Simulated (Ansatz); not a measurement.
# CH3NTeZn: small, medium and large basis sets

Aim: see how fast density functionals converge with the basis set for CH3NTeZn.

Method: one geometry, several basis sets; program: Ansatz 0.2.0, Gaussian basis.

Levels to be run: PBE0-D4/def2-SVP; ωB97M-V/def2-SVP; PBE0-D4/def2-QZVPP; ωB97M-V/def2-QZVPP; the functionals' def2-TZVPP values are taken from earlier runs.

**1. The relaxed structure**

The geometry comes from an earlier relaxation with PBE0-D4 in a triple-zeta def2 set; it is a stationary point, not always the lowest conformer. Te takes the def2 core potential; no spin-orbit term is included.

SMILES `C1[NH][Zn][Te]1`, 7 atoms, charge 0, spin multiplicity 1.

Atoms are counted from 1 here; the program's logs count them from 0.

Bond lengths: C1–N2 1.425 Å, C1–Te4 2.360 Å, C1–H5 1.090 Å, C1–H6 1.087 Å, N2–Zn3 1.923 Å, N2–H7 1.015 Å, Zn3–Te4 2.461 Å. Angles: N2–C1–Te4 113.6°, N2–C1–H5 115.5°, N2–C1–H6 112.9°, Te4–C1–H5 102.6°, Te4–C1–H6 98.6°, H5–C1–H6 112.0°, C1–N2–Zn3 92.0°, C1–N2–H7 110.2°, Zn3–N2–H7 110.7°, N2–Zn3–Te4 93.2°, C1–Te4–Zn3 60.5°.

**2. PBE0-D4 in def2-SVP**

Contents of in.yaml:

```yaml
crystal:
  periodic: [false, false, false]
  atoms:
    - {symbol: C, position_ang: [-0.339070, 0.475968, -0.119834]}
    - {symbol: N, position_ang: [0.964041, 0.323936, 0.435913]}
    - {symbol: Zn, position_ang: [1.129860, -1.456197, -0.271533]}
    - {symbol: Te, position_ang: [-1.197648, -1.505994, -1.071037]}
    - {symbol: H, position_ang: [-1.119964, 0.758188, 0.586846]}
    - {symbol: H, position_ang: [-0.349161, 1.100970, -1.009229]}
    - {symbol: H, position_ang: [0.911933, 0.303118, 1.448874]}
basis:
  gaussian: {orbitals: def2-SVP}
hamiltonian: {xc: pbe0, dispersion: d4}
output: {orbitals: {seedname: orbitals}}
```

After this run come: ωB97M-V in def2-SVP; PBE0-D4 in def2-QZVPP; ωB97M-V in def2-QZVPP.

Before running them: what should the planned runs give, taken together? Wanted: PBE0-D4: double and triple zeta above quadruple; ωB97M-V: double and triple zeta above quadruple.

The runs gave:

| quantity | value |
| --- | --- |
| PBE0-D4: double and triple zeta above quadruple | 11.66, 1.39 eV |
| ωB97M-V: double and triple zeta above quadruple | 11.73, 1.35 eV |

For PBE0-D4 the step from double to triple zeta gains 10.27 eV and the next only 1.39 eV. These are total energies; as a rule much of such shifts cancels in differences, which this series doesn't test.
